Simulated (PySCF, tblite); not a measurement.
# C3H9ClSSi2: geometry, infrared bands and NMR shifts

Aim: predict the infrared bands and NMR shifts of C3H9ClSSi2 (`C=C(C)[Si@H](Cl)S[SiH3]`).

The runs use tblite 0.8.0 and PySCF 2.14.0, with density-fitted response routines of our own; the level of theory stands in each step. All values are computed, except where a source is named. Atoms count from 0, in the outputs and in this text.

**1. Starting geometry**

16 atoms, charge 0, multiplicity 1; geometry from: force field or distance geometry start.

Bonds of the start (Å): C0–C1 1.33, C1–C2 1.50, C1–Si3 1.84, Si3–Cl4 2.11, Si3–S5 2.13, S5–Si6 2.16, C0–H7 1.08, C0–H8 1.09, C2–H9 1.10, C2–H10 1.12, C2–H11 1.11, Si3–H12 1.45, Si6–H13 1.46, Si6–H14 1.47, Si6–H15 1.47.

**2. Relaxing the molecule with GFN2-xTB**

What the job is given:

```
{"job": {"kind": "relax", "xc": "GFN2-xTB", "basis": "xTB"}, "charge": 0, "multiplicity": 1}
C     -2.004300    -1.443200    -0.873800
C     -1.390200    -0.551200    -0.102700
C     -2.103800     0.660800     0.421700
Si     0.370600    -0.732000     0.405100
Cl     0.555700    -2.487600     1.552100
S      1.072600     0.894100     1.586500
Si     3.085100     1.286100     0.907700
H     -1.458500    -2.302100    -1.220600
H     -3.044200    -1.337400    -1.172200
H     -1.494500     1.088900     1.232500
H     -3.103800     0.325900     0.784500
H     -2.216900     1.440000    -0.358700
H      1.203600    -0.804800    -0.778300
H      3.571700     2.605300     1.282900
H      3.019400     1.169100    -0.557800
H      3.929800     0.196900     1.414600
```

The run is started by

```bash
$ OMP_NUM_THREADS=1 python probes_run.py task.json out
```

The driver reads the jobs from task.json and runs them one after another.

**Question.** This job is followed by: GFN2-xTB harmonic vibrations, gas phase; GIAO PBE0/pcSseg-1 NMR shielding, non-relativistic, gas phase. Predict these results of the whole session: strongest single infrared mode (GFN2-xTB); zero-point energy (GFN2-xTB); 13C shifts against TMS (PBE0/pcSseg-1); 1H shifts against TMS (PBE0/pcSseg-1, means over atoms taken as alike); 29Si shifts against TMS (PBE0/pcSseg-1); 35Cl shifts against HCl (PBE0/pcSseg-1); 33S shifts against CS2 (PBE0/pcSseg-1).

As calculated:

| quantity | value |
| --- | --- |
| strongest single infrared mode (GFN2-xTB) | 766 cm⁻¹, 386 km/mol |
| zero-point energy (GFN2-xTB) | 66.4 kcal/mol |
| 13C shifts against TMS (PBE0/pcSseg-1) | 152.4, 137.9, 27.0 ppm |
| 1H shifts against TMS (PBE0/pcSseg-1, means over atoms taken as alike) | 6.39, 5.90, 5.73, 4.74, 2.16 ppm |
| 29Si shifts against TMS (PBE0/pcSseg-1) | 5.5, -59.7 ppm |
| 35Cl shifts against HCl (PBE0/pcSseg-1) | 50 ppm |
| 33S shifts against CS2 (PBE0/pcSseg-1) | -251 ppm |

Relaxing lowered the energy by 0.310 eV in 135 steps; the close pair that moved most is Si3–Cl4, from 2.105 to 2.025 Å. The lowest mode is imaginary (24i cm⁻¹), so the xTB geometry is not a minimum. The strongest single mode, at 766 cm⁻¹, is spread over several atoms, H13, H15, H14 among them. GFN2-xTB is a fitted tight-binding method: band positions and strengths are rough. Its intensities can rank the bands wrongly. C1 (fully substituted alkene carbon) lies farthest downfield among carbon, at 152.4 ppm; an sp2 carbon of a C=C bond. At PBE0/pcSseg-1: The widest tensor belongs to C1: span 245 ppm, with a paramagnetic part of -230 ppm.
